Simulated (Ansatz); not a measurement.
# Ga27SbP26: the cost of one run

Program: Ansatz 0.2.0. Level of theory: DFT, PBE, plane-wave PAW, default files, scalar-relativistic, as far as a step names no other. These are calculated values, not measurements.

## 1. The starting structure

Symmetry: F-43m, No. 216, cubic system. The conventional cell has a = 16.352 Å, b = 16.352 Å, c = 16.352 Å, α = 90.00°, β = 90.00°, γ = 90.00°. Ga (site symmetry 3m) is surrounded by 1 Sb at 2.36 Å and 3 P at 2.36 Å. Around Ga (site symmetry 2mm) lie 4 P at 2.36 Å. Ga (site symmetry m) has 4 P at 2.36 Å as nearest neighbours. Ga (site symmetry -43m) is surrounded by 4 P at 2.36 Å. Ga (site symmetry 3m) has 4 P at 2.36 Å as nearest neighbours. Around Sb (site symmetry -43m) lie 4 Ga at 2.36 Å. P (site symmetry m) has 4 Ga at 2.36 Å as nearest neighbours. P (site symmetry 3m) has 4 Ga at 2.36 Å as nearest neighbours. Only part of the 10 independent sites is listed.

Coordinates:

```cif
data_structure
_symmetry_space_group_name_H-M 'F-43m'
_symmetry_Int_Tables_number 216
_cell_length_a 16.3515
_cell_length_b 16.3515
_cell_length_c 16.3515
_cell_angle_alpha 90.000
_cell_angle_beta 90.000
_cell_angle_gamma 90.000
_cell_volume 4371.93
loop_
_atom_site_label
_atom_site_type_symbol
_atom_site_symmetry_multiplicity
_atom_site_Wyckoff_symbol
_atom_site_fract_x
_atom_site_fract_y
_atom_site_fract_z
_atom_site_occupancy
Ga1 Ga 16 e 0.41667 0.08333 0.41667 1
Ga2 Ga 24 g 0.75000 0.08333 0.75000 1
Ga3 Ga 48 h 0.25000 0.41667 0.58333 1
Ga4 Ga 4 d 0.75000 0.25000 0.25000 1
Ga5 Ga 16 e 0.08333 0.08333 0.41667 1
Sb1 Sb 4 a 0.50000 0.50000 0.00000 1
P1 P 48 h 0.66667 0.50000 0.16667 1
P2 P 16 e 0.83333 0.33333 0.16667 1
P3 P 16 e 0.16667 0.16667 0.33333 1
P4 P 24 f 0.00000 0.16667 0.50000 1
```

Atom 28 of the input is the impurity.

## 2. First run, atoms as given

The input, input.yaml:

```yaml
crystal:
  lattice:
    - [0.0, 8.17575, 8.17575]
    - [8.17575, 0.0, 8.17575]
    - [8.17575, 8.17575, 0.0]
  atoms:
    - { symbol: Ga, position: [0.0, 0.0, 0.0] }
    - { symbol: Ga, position: [0.0, 0.0, 0.3333333333] }
    - { symbol: Ga, position: [0.0, 0.0, 0.6666666667] }
    - { symbol: Ga, position: [0.0, 0.3333333333, 0.0] }
    - { symbol: Ga, position: [0.0, 0.3333333333, 0.3333333333] }
    - { symbol: Ga, position: [0.0, 0.3333333333, 0.6666666667] }
    - { symbol: Ga, position: [0.0, 0.6666666667, 0.0] }
    - { symbol: Ga, position: [0.0, 0.6666666667, 0.3333333333] }
    - { symbol: Ga, position: [0.0, 0.6666666667, 0.6666666667] }
    - { symbol: Ga, position: [0.3333333333, 0.0, 0.0] }
    - { symbol: Ga, position: [0.3333333333, 0.0, 0.3333333333] }
    - { symbol: Ga, position: [0.3333333333, 0.0, 0.6666666667] }
    - { symbol: Ga, position: [0.3333333333, 0.3333333333, 0.0] }
    - { symbol: Ga, position: [0.3333333333, 0.3333333333, 0.3333333333] }
    - { symbol: Ga, position: [0.3333333333, 0.3333333333, 0.6666666667] }
    - { symbol: Ga, position: [0.3333333333, 0.6666666667, 0.0] }
    - { symbol: Ga, position: [0.3333333333, 0.6666666667, 0.3333333333] }
    - { symbol: Ga, position: [0.3333333333, 0.6666666667, 0.6666666667] }
    - { symbol: Ga, position: [0.6666666667, 0.0, 0.0] }
    - { symbol: Ga, position: [0.6666666667, 0.0, 0.3333333333] }
    - { symbol: Ga, position: [0.6666666667, 0.0, 0.6666666667] }
    - { symbol: Ga, position: [0.6666666667, 0.3333333333, 0.0] }
    - { symbol: Ga, position: [0.6666666667, 0.3333333333, 0.3333333333] }
    - { symbol: Ga, position: [0.6666666667, 0.3333333333, 0.6666666667] }
    - { symbol: Ga, position: [0.6666666667, 0.6666666667, 0.0] }
    - { symbol: Ga, position: [0.6666666667, 0.6666666667, 0.3333333333] }
    - { symbol: Ga, position: [0.6666666667, 0.6666666667, 0.6666666667] }
    - { symbol: Sb, position: [0.0833333333, 0.0833333333, 0.0833333333] }
    - { symbol: P, position: [0.0833333333, 0.0833333333, 0.4166666667] }
    - { symbol: P, position: [0.0833333333, 0.0833333333, 0.75] }
    - { symbol: P, position: [0.0833333333, 0.4166666667, 0.0833333333] }
    - { symbol: P, position: [0.0833333333, 0.4166666667, 0.4166666667] }
    - { symbol: P, position: [0.0833333333, 0.4166666667, 0.75] }
    - { symbol: P, position: [0.0833333333, 0.75, 0.0833333333] }
    - { symbol: P, position: [0.0833333333, 0.75, 0.4166666667] }
    - { symbol: P, position: [0.0833333333, 0.75, 0.75] }
    - { symbol: P, position: [0.4166666667, 0.0833333333, 0.0833333333] }
    - { symbol: P, position: [0.4166666667, 0.0833333333, 0.4166666667] }
    - { symbol: P, position: [0.4166666667, 0.0833333333, 0.75] }
    - { symbol: P, position: [0.4166666667, 0.4166666667, 0.0833333333] }
    - { symbol: P, position: [0.4166666667, 0.4166666667, 0.4166666667] }
    - { symbol: P, position: [0.4166666667, 0.4166666667, 0.75] }
    - { symbol: P, position: [0.4166666667, 0.75, 0.0833333333] }
    - { symbol: P, position: [0.4166666667, 0.75, 0.4166666667] }
    - { symbol: P, position: [0.4166666667, 0.75, 0.75] }
    - { symbol: P, position: [0.75, 0.0833333333, 0.0833333333] }
    - { symbol: P, position: [0.75, 0.0833333333, 0.4166666667] }
    - { symbol: P, position: [0.75, 0.0833333333, 0.75] }
    - { symbol: P, position: [0.75, 0.4166666667, 0.0833333333] }
    - { symbol: P, position: [0.75, 0.4166666667, 0.4166666667] }
    - { symbol: P, position: [0.75, 0.4166666667, 0.75] }
    - { symbol: P, position: [0.75, 0.75, 0.0833333333] }
    - { symbol: P, position: [0.75, 0.75, 0.4166666667] }
    - { symbol: P, position: [0.75, 0.75, 0.75] }
kpoints:
  mp_grid: { grid: [2, 2, 2] }
scf:
  occupations: { method: fermi_dirac, width: 0.01 }
hamiltonian:
  xc: pbe
  pseudopotentials: { kind: paw }
output:
  forces: true
  stress: true
  populations: true
  efg:
    quadrupole_moments_barn: { Ga: 0.107, Sb: -0.543 }
    contact_densities: true
```

Launch:

```bash
> ansatz run input.yaml --threads 4 --pin off --max-ram 8192MiB --backend cpu --events-out ev --progress --plain --runs-dir out
```

What time and memory should one allow on 4 threads of Arm Neoverse V1, shared host?

About 42 s, with a peak of 4.8 GiB.
